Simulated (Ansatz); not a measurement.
# CH₇N₂O₂V: a ladder of functionals and wavefunction methods

One table from this session's results is given with a row withheld; the runs are named, their logs left out.

The runs use Ansatz 0.2.0, Gaussian basis; functionals in def2-TZVPP, the program's frozen cores in correlated methods.

Levels to be run: PBE-D4, r2SCAN-D4, PBE0-D4, B3LYP-D4, ωB97X-V, ωB97M-V, B2PLYP; CCSD(T)/def2-TZVPP; MP2/def2-QZVPP; extrapolation to the limit.

## Structure used throughout

An earlier PBE0-D4 in a triple-zeta def2 set relaxation fixed the geometry.

SMILES `C[N]=[V]([NH2])([OH])[OH]`, 13 atoms, charge 0, spin multiplicity 1.

Atoms are counted from 1 here; the program's logs count them from 0.

Bond lengths: C1–N2 1.413 Å, C1–H7 1.096 Å, C1–H8 1.096 Å, C1–H9 1.096 Å, N2–V3 1.608 Å, V3–N4 1.834 Å, V3–O5 1.783 Å, V3–O6 1.783 Å, N4–H10 1.006 Å, N4–H11 1.011 Å, O5–H12 0.958 Å, O6–H13 0.958 Å. Angles: N2–C1–H7 111.0°, N2–C1–H8 111.0°, N2–C1–H9 110.4°, H7–C1–H8 108.3°, H7–C1–H9 108.0°, H8–C1–H9 108.0°, C1–N2–V3 178.1°, N2–V3–N4 103.2°, N2–V3–O5 110.8°, N2–V3–O6 110.8°, N4–V3–O5 111.4°, N4–V3–O6 111.4°, O5–V3–O6 109.2°, V3–N4–H10 127.9°, V3–N4–H11 120.4°, H10–N4–H11 111.7°, V3–O5–H12 124.0°, V3–O6–H13 124.0°.

The first run:

File in.yaml:

```yaml
crystal:
  periodic: [false, false, false]
  atoms:
    - {symbol: C, position_ang: [0.532182, 1.113536, -1.727084]}
    - {symbol: N, position_ang: [0.279879, 0.348096, -0.566082]}
    - {symbol: V, position_ang: [0.045721, -0.533567, 0.757608]}
    - {symbol: N, position_ang: [-1.766246, -0.421782, 1.019493]}
    - {symbol: O, position_ang: [0.945727, 0.146944, 2.138824]}
    - {symbol: O, position_ang: [0.561838, -2.220305, 0.494169]}
    - {symbol: H, position_ang: [0.987462, 0.498759, -2.511887]}
    - {symbol: H, position_ang: [1.208737, 1.947652, -1.508667]}
    - {symbol: H, position_ang: [-0.402603, 1.529028, -2.121047]}
    - {symbol: H, position_ang: [-2.441553, 0.074574, 0.463288]}
    - {symbol: H, position_ang: [-2.201101, -0.894439, 1.800748]}
    - {symbol: H, position_ang: [1.413742, 0.982338, 2.114613]}
    - {symbol: H, position_ang: [0.836206, -2.570823, -0.353987]}
basis:
  gaussian: {orbitals: def2-TZVPP}
hamiltonian: {xc: pbe, dispersion: d4}
output: {forces: true, orbitals: {seedname: orbitals}}
```

The run is started by

```console
> ansatz run in.yaml --threads 2 --pin off --events-out ev --progress --plain --max-ram 22528MiB --backend cuda --devices 0, --max-vram 18GiB
```

Steps of the session up to this table: PBE-D4 (GGA); r2SCAN-D4 (meta-GGA); PBE0-D4 (hybrid); B3LYP-D4 (hybrid); ωB97X-V (range-separated); ωB97M-V (range-separated); B2PLYP (double hybrid).

One of the session's tables, all rows but one given; the rest of the session is left out.

It belongs to the step «Orbital energies across the functionals». 

```
functional  HOMO (eV)  gap (eV)
    PBE-D4      -5.72      3.68
 r2SCAN-D4      -6.02      4.00
   PBE0-D4      -7.13      5.96
  B3LYP-D4      -6.89      5.45
   ωB97X-V      -9.53     10.57
   ωB97M-V          ?         ?
```

**Question.** Estimate the row for ωB97M-V.

**Answer.** HOMO (eV): -9.45; gap (eV): 10.46. In the column «HOMO (eV)» it lies between ωB97X-V (-9.53) and PBE0-D4 (-7.13).
